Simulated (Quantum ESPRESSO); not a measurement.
# Ge (I4_1/amd) in Quantum ESPRESSO: single point with LDA

Aim: the single point of Ge with LDA.

Everything below comes from runs of Quantum ESPRESSO 7.5. Logs are shortened: lines on timing, memory, paths and dates and some standing lists are left out, and cuts for length are marked.

## Step 1: The crystal as given

The structure is tetragonal, space group I4_1/amd (No. 141). The conventional cell has a = 3.938 Å, b = 3.938 Å, c = 5.733 Å, α = 90.00°, β = 90.00°, γ = 90.00°. Around Ge (site symmetry -4m2) lie 4 Ge at 2.44 Å.

## Step 2: Single point, LDA

pw.in

```
&CONTROL
  calculation = 'scf'
  prefix = 'pwscf'
  outdir = './tmp'
  pseudo_dir = './pseudo'
  tprnfor = .true.
  tstress = .true.
  disk_io = 'nowf'
/
&SYSTEM
  ibrav = 0
  nat = 2
  ntyp = 1
  ecutwfc = 78
  nbnd = 21
  occupations = 'smearing'
  smearing = 'gaussian'
  degauss = 0.00073499
/
&ELECTRONS
  conv_thr = 4d-10
  electron_maxstep = 120
  mixing_beta = 0.5
/
ATOMIC_SPECIES
Ge    72.6300 Ge.upf
CELL_PARAMETERS angstrom
   0.0000000000    2.7843750000    2.8665000000
   2.7843750000    0.0000000000    2.8665000000
   2.7843750000    2.7843750000    0.0000000000
ATOMIC_POSITIONS crystal
Ge     0.0000000000    0.0000000000    0.0000000000
Ge     0.2500000000    0.2500000000    0.2500000000
K_POINTS automatic
10 10 10 0 0 0
```

Potentials or basis: PseudoDojo 0.4.1 SR LDA standard.

Launch:

```bash
$ OMP_NUM_THREADS=1 pw.x -in pw.in > pw.out
```

pw.out:

```text
This program is part of the open-source Quantum ESPRESSO suite
     for quantum simulation of materials; please cite
         "P. Giannozzi et al., J. Phys.:Condens. Matter 21 395502 (2009);
         "P. Giannozzi et al., J. Phys.:Condens. Matter 29 465901 (2017);
         "P. Giannozzi et al., J. Chem. Phys. 152 154105 (2020);
     in publications or presentations arising from this work. More details at

     Message from routine setup:
     using ibrav=0 with symmetry is DISCOURAGED, use correct ibrav instead

     G-vector sticks info
     --------------------
     sticks:   dense  smooth     PW     G-vecs:    dense   smooth      PW
     Sum        1213    1213    359                27887    27887    4469

     Using Slab Decomposition

     bravais-lattice index     =            0
     lattice parameter (alat)  =       7.5517  a.u.
     unit-cell volume          =     299.9397 (a.u.)^3
     number of atoms/cell      =            2
     number of atomic types    =            1
     number of electrons       =        28.00
     number of Kohn-Sham states=           21
     kinetic-energy cutoff     =      78.0000  Ry
     charge density cutoff     =     312.0000  Ry
     scf convergence threshold =      4.0E-10
     mixing beta               =       0.5000
     number of iterations used =            8  plain     mixing
     Exchange-correlation= SLA  PW   NOGX NOGC
                           (   1   4   0   0   0   0   0)

     celldm(1)=   7.551712  celldm(2)=   0.000000  celldm(3)=   0.000000
     celldm(4)=   0.000000  celldm(5)=   0.000000  celldm(6)=   0.000000

     crystal axes: (cart. coord. in units of alat)
               a(1) = (   0.000000   0.696757   0.717308 )
               a(2) = (   0.696757   0.000000   0.717308 )
               a(3) = (   0.696757   0.696757   0.000000 )

     reciprocal axes: (cart. coord. in units 2 pi/alat)
               b(1) = ( -0.717611  0.717611  0.697051 )
               b(2) = (  0.717611 -0.717611  0.697051 )
               b(3) = (  0.717611  0.717611 -0.697051 )

     PseudoPot. # 1 for Ge read from file:
     Ge.upf
     Pseudo is Norm-conserving + core correction, Zval = 14.0
     Generated using ONCVPSP code by D. R. Hamann
     Using radial grid of 1524 points,  6 beta functions with:
                l(1) =   0
                l(2) =   0
                l(3) =   1
                l(4) =   1
                l(5) =   2
                l(6) =   2

     atomic species   valence    mass     pseudopotential
     Ge               14.00    72.63000     Ge( 1.00)

     16 Sym. Ops., with inversion, found ( 8 have fractional translation)

   Cartesian axes

     site n.     atom                  positions (alat units)
         1        Ge     tau(   1) = (   0.0000000   0.0000000   0.0000000  )
         2        Ge     tau(   2) = (   0.3483784   0.3483784   0.3586538  )

     number of k points=   102  Gaussian smearing, width (Ry)=  0.0007

     Number of k-points >= 100: set verbosity='high' to print them.

     Dense  grid:    27887 G-vectors     FFT dimensions: (  48,  48,  48)

     Initial potential from superposition of free atoms

     starting charge      27.9987, renormalised to      28.0000
     Starting wfcs are   18 randomized atomic wfcs +    3 random wfcs

     Self-consistent Calculation

     iteration #  1     ecut=    78.00 Ry     beta= 0.50
     Davidson diagonalization with overlap
     ethr =  1.00E-02,  avg # of iterations =  5.3

     Threshold (ethr) on eigenvalues was too large:
     Diagonalizing with lowered threshold

     Davidson diagonalization with overlap
     ethr =  1.25E-04,  avg # of iterations =  3.2

     total energy              =    -356.94076218 Ry
     estimated scf accuracy    <       0.03582841 Ry

     iteration #  2     ecut=    78.00 Ry     beta= 0.50
     Davidson diagonalization with overlap
     ethr =  1.28E-04,  avg # of iterations =  1.0

     total energy              =    -356.93961911 Ry
     estimated scf accuracy    <       0.00598997 Ry

     iteration #  3     ecut=    78.00 Ry     beta= 0.50
     Davidson diagonalization with overlap
     ethr =  2.14E-05,  avg # of iterations =  3.0

     total energy              =    -356.94003429 Ry
     estimated scf accuracy    <       0.00008293 Ry

     iteration #  4     ecut=    78.00 Ry     beta= 0.50
     Davidson diagonalization with overlap
     ethr =  2.96E-07,  avg # of iterations =  4.7

     total energy              =    -356.94004475 Ry
     estimated scf accuracy    <       0.00000520 Ry

     iteration #  5     ecut=    78.00 Ry     beta= 0.50
     Davidson diagonalization with overlap
     ethr =  1.86E-08,  avg # of iterations =  1.4

     total energy              =    -356.94004487 Ry
     estimated scf accuracy    <       0.00000032 Ry

     iteration #  6     ecut=    78.00 Ry     beta= 0.50
     Davidson diagonalization with overlap
     ethr =  1.14E-09,  avg # of iterations =  2.0

     total energy              =    -356.94004500 Ry
     estimated scf accuracy    <       0.00000006 Ry

     iteration #  7     ecut=    78.00 Ry     beta= 0.50
     Davidson diagonalization with overlap
     ethr =  2.20E-10,  avg # of iterations =  2.0

     total energy              =    -356.94004501 Ry
     estimated scf accuracy    <          2.7E-09 Ry

     iteration #  8     ecut=    78.00 Ry     beta= 0.50
     Davidson diagonalization with overlap
     ethr =  9.52E-12,  avg # of iterations =  2.0

     End of self-consistent calculation

     Number of k-points >= 100: set verbosity='high' to print the bands.

     the Fermi energy is     9.5757 ev

!    total energy              =    -356.94004501 Ry
     estimated scf accuracy    <          3.7E-11 Ry
     smearing contrib. (-TS)   =      -0.00000115 Ry
     internal energy E=F+TS    =    -356.94004386 Ry

     The total energy is F=E-TS. E is the sum of the following terms:
     one-electron contribution =    -182.24888734 Ry
     hartree contribution      =     109.93822552 Ry
     xc contribution           =     -85.87893243 Ry
     ewald contribution        =    -198.75044961 Ry

     convergence has been achieved in   8 iterations

     Forces acting on atoms (cartesian axes, Ry/au):

     atom    1 type  1   force =     0.00000000    0.00000000    0.00000000
     atom    2 type  1   force =     0.00000000    0.00000000    0.00000000

     Total force =     0.000000     Total SCF correction =     0.000000

     Computing stress (Cartesian axis) and pressure

          total   stress  (Ry/bohr**3)                   (kbar)     P=       -1.35
   0.00004297  -0.00000000   0.00000000            6.32       -0.00        0.00
  -0.00000000   0.00004297  -0.00000000           -0.00        6.32       -0.00
  -0.00000000   0.00000000  -0.00011342           -0.00        0.00      -16.68

=------------------------------------------------------------------------------=
   JOB DONE.
=------------------------------------------------------------------------------=
```

Wall time 2.2 min (1 thread of Arm Neoverse V1, shared host); peak memory 0.16 GiB.

Results:

```yaml
Free_energy: -4856.4167 eV
Pressure: -0.1 GPa
Band_gap_on_the_k_mesh: none (metal or under the smearing width)
```

Levels at points of the mesh, in eV from the Fermi level:
| k point | band 11 | band 12 | band 13 | band 14 | band 15 | band 16 | band 17 | band 18 |
| --- | --- | --- | --- | --- | --- | --- | --- | --- |
| (0.00, 0.00, 0.00) | -13.03 | -0.23 | -0.11 | 0.00 | 0.00 | 2.43 | 2.43 | 2.57 |
| (0.00, 0.00, -0.50) | -10.90 | -7.81 | -1.64 | -1.37 | 0.01 | 3.58 | 3.75 | 6.94 |
| (0.00, -0.50, -0.50) | -9.04 | -9.04 | -3.28 | -3.28 | 0.49 | 0.49 | 9.44 | 9.44 |
| (-0.50, -0.50, 0.00) | -9.18 | -9.18 | -3.07 | -3.07 | 0.73 | 0.73 | 9.46 | 9.46 |
